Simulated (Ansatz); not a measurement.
# Ga4As3P: the band gap up the ladder of functionals

One table from this session's results is given with a row withheld; the runs are named, their logs left out.

Code: Ansatz 0.2.0. PAW datasets, plane waves. Spin-unpolarised throughout. Whether this structure exists isn't addressed.

### Starting point

The cell was relaxed beforehand with r2SCAN.

It is cubic, P-43m (No. 215); conventional cell a = 5.612 Å, 22.09 Å³ an atom. Around P lie 4 Ga at 2.39 Å; around Ga lie 1 P at 2.39 Å and 3 As at 2.44 Å; around As lie 4 Ga at 2.44 Å.

The structure in full:

```cif
data_structure
_symmetry_space_group_name_H-M 'P 1'
_symmetry_Int_Tables_number 1
_cell_length_a 5.6115
_cell_length_b 5.6115
_cell_length_c 5.6115
_cell_angle_alpha 90.000
_cell_angle_beta 90.000
_cell_angle_gamma 90.000
_cell_volume 176.70
loop_
_atom_site_label
_atom_site_type_symbol
_atom_site_fract_x
_atom_site_fract_y
_atom_site_fract_z
_atom_site_occupancy
P1 P 0.00000 0.00000 0.00000 1
Ga1 Ga 0.75434 0.75434 0.75434 1
As1 As 0.50000 0.50000 0.00000 1
Ga2 Ga 0.24566 0.24566 0.75434 1
As2 As 0.50000 0.00000 0.50000 1
Ga3 Ga 0.24566 0.75434 0.24566 1
As3 As 0.00000 0.50000 0.50000 1
Ga4 Ga 0.75434 0.24566 0.24566 1
```

The first run:

input.yaml reads:

```yaml
crystal:
  lattice:
    - [5.6115157574, 0.0, 0.0]
    - [0.0, 5.6115157574, 0.0]
    - [0.0, 0.0, 5.6115157574]
  atoms:
    - { symbol: P, position: [0.0, 0.0, 0.0] }
    - { symbol: Ga, position: [0.7543427964, 0.7543427964, 0.7543427964] }
    - { symbol: As, position: [0.5, 0.5, 0.0] }
    - { symbol: Ga, position: [0.2456572036, 0.2456572036, 0.7543427964] }
    - { symbol: As, position: [0.5, 0.0, 0.5] }
    - { symbol: Ga, position: [0.2456572036, 0.7543427964, 0.2456572036] }
    - { symbol: As, position: [0.0, 0.5, 0.5] }
    - { symbol: Ga, position: [0.7543427964, 0.2456572036, 0.2456572036] }
kpoints:
  mp_grid: { grid: [4, 4, 4] }
  band_path:
    path:
      - [[0.0, 0.0, 0.0], [1.124727887555e-50, 0.5, -4.976549189373e-34], [0.5, 0.5, -1.332799955315e-33], [0.0, 0.0, 0.0], [0.5, 0.5, 0.5], [1.124727887555e-50, 0.5, -4.976549189373e-34]]
      - [[0.5, 0.5, 0.5], [0.5, 0.5, -1.332799955315e-33]]
    npoints: 10
hamiltonian:
  xc: pbe
scf:
  occupations: { method: fermi_dirac, width: 0.02 }
  n_extra_bands: 6
output:
  forces: true
  stress: true
  eigenvalues: true
```

Run with:

```console
ansatz run input.yaml --threads 4 --pin off --max-ram 6451MiB --backend cpu --events-out ev --progress --plain --runs-dir out
```

Among the steps run: PBE bands along the symmetry lines; Single point with r2SCAN; HSE06 at the same geometry; Single point with PBE+SOC; Single point with PBE0.

One of the session's tables, all rows but one given; the rest of the session is left out.

```
  level  gap (eV)
    PBE         ?
 r2SCAN      1.28
  HSE06      1.68
PBE+SOC      0.69
   PBE0      2.26
```

Q: Estimate the row for PBE from the others.

The run gave: gap (eV): 0.78. In the column «gap (eV)» it lies between PBE+SOC (0.69) and r2SCAN (1.28).

PBE+SOC gives the least gap, 0.69 eV, and PBE0 the largest, 2.26 eV. Against HSE06, PBE is short by 0.90 eV, at 46 % of it, and r2SCAN 76 %. PBE0 lies 0.58 eV above HSE06, which differs from it by screening the long-range exchange.

Limits of these values: Warnings in the runs' records: stress scf threshold loose, stress exchange threshold loose.
